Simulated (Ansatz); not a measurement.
Predict the output of the script below (Ansatz 0.2.0, Python API).

Script `disp_ch5geno2.py`:
```python
"""Dispersion corrections for CH5GeNO2."""

import ansatz as az
from ase import Atoms

atoms = Atoms(["O", "C", "N", "Ge", "O", "H", "H", "H", "H", "H"], positions=[
    [-0.9697, 0.8315, 1.6926],
    [0.1895, 0.5303, 1.6496],
    [0.6869, -0.1946, 0.5274],
    [-0.2684, -0.6688, -0.9218],
    [-0.9988, 0.7858, -1.7093],
    [0.8413, 0.8108, 2.4747],
    [1.7536, -0.4678, 0.5449],
    [0.5548, -1.4452, -1.9507],
    [-1.507, -1.5568, -0.3891],
    [-0.1991, 1.3236, -1.9155],
])
mol = az.Crystal.molecule_from_ase(atoms)

base = (
    mol.calculation()
    .basis(gaussian="def2-SVP")
    .scf(lower_state_search="light")
)
for name in ["pbe", "blyp"]:
    for correction in ("d3bj", "d4"):
        summary = base.functional(name, dispersion=correction).run(threads=1).report
        print(f"{name:8s} {correction:5s} total {summary['free_energy_ev']:.5f} eV, of which dispersion {1000 * summary['dispersion']['energy']['ev']:.2f} meV")
```

Output of `python disp_ch5geno2.py`:
```text
pbe      d3bj  total -63193.26204 eV, of which dispersion -194.15 meV
pbe      d4    total -63193.26876 eV, of which dispersion -200.87 meV
blyp     d3bj  total -63209.23591 eV, of which dispersion -419.86 meV
blyp     d4    total -63209.25830 eV, of which dispersion -442.25 meV
```

Reading the output:
- The settings weren't tested for convergence.
- The geometry is a force-field or estimated start, not a minimum of this method, and the basis set is short of its limit. D4 holds the three-body term, and d3bj doesn't.
- The whole script took 7.2 s on 1 thread of Intel(R) Xeon(R) Platinum 8559C (Emerald Rapids), with other jobs on the host, peak memory 0.23 GiB.

(Lines on the test bed's own set-up are left out of the output.)
